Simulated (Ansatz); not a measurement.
# PbAu5: the cost of one run

Program: Ansatz 0.2.0. Level of theory: DFT PBEsol, scalar-relativistic, plane waves, PAW. These are calculated values, not measurements.

### Step 1. Starting point

It takes space group P4/mmm (No. 123, tetragonal). Conventional cell: a = 3.187 Å, b = 3.187 Å, c = 13.498 Å, α = 90.00°, β = 90.00°, γ = 90.00°. Hf (site symmetry 4mm) is surrounded by 12 Hf at 3.11 to 3.19 Å. Around Hf (site symmetry 4mm) lie 8 Hf at 3.11 to 3.19 Å and 4 Pb at 3.27 Å. Around Hf (site symmetry 4/mmm) lie 12 Hf at 3.17 to 3.19 Å. Pb (site symmetry 4/mmm) is surrounded by 4 Pb at 3.19 Å and 8 Hf at 3.27 Å.

Structure file:

```cif
data_structure
_symmetry_space_group_name_H-M 'P4/mmm'
_symmetry_Int_Tables_number 123
_cell_length_a 3.1866
_cell_length_b 3.1866
_cell_length_c 13.4985
_cell_angle_alpha 90.000
_cell_angle_beta 90.000
_cell_angle_gamma 90.000
_cell_volume 137.07
loop_
_atom_site_label
_atom_site_type_symbol
_atom_site_symmetry_multiplicity
_atom_site_Wyckoff_symbol
_atom_site_fract_x
_atom_site_fract_y
_atom_site_fract_z
_atom_site_occupancy
Hf1 Hf 2 h 0.50000 0.50000 0.33448 1
Hf2 Hf 2 g 0.00000 0.00000 0.17599 1
Hf3 Hf 1 b 0.00000 0.00000 0.50000 1
Pb1 Pb 1 c 0.50000 0.50000 0.00000 1
```

The structure comes from the Materials Project (structure only).

### Step 2. Substitution of an element, cell strained: Hf → Au, first probe

What differs from the listed cell: Au takes all sites of Hf, and lengths are scaled by 0.885 as a first guess of the size; strain xx, yy, zz, yz, xz, xy = +4.3, +4.3, +2.8, +0.0, +0.0, +0.0 %; atoms moved by 0.10 Å root mean square, at most 0.17 Å.

Input file input.yaml:

```yaml
crystal:
  lattice:
    - [2.9434405312, 0.0, 0.0]
    - [0.0, 2.9434405312, 0.0]
    - [0.0, 0.0, 12.289044982]
  atoms:
    - { symbol: Au, position: [0.5, 0.5, 0.3218598331] }
    - { symbol: Au, position: [0.5, 0.5, 0.6781401669] }
    - { symbol: Au, position: [0.0, 0.0, 0.1782932538] }
    - { symbol: Au, position: [0.0, 0.0, 0.8217067462] }
    - { symbol: Au, position: [0.0, 0.0, 0.5] }
    - { symbol: Pb, position: [0.5, 0.5, 0.0] }
basis:
  ecutwfc: 420
kpoints:
  mp_grid: { grid: [6, 6, 2] }
hamiltonian:
  xc: pbesol
scf:
  occupations: { method: gaussian, width: 0.1 }
output:
  forces: true
  stress: true
  eigenvalues: true
```

Q: Estimate wall time and peak memory on 1 thread of an Arm CPU, shared host.

About 7.7 s, with a peak of 0.4 GiB.
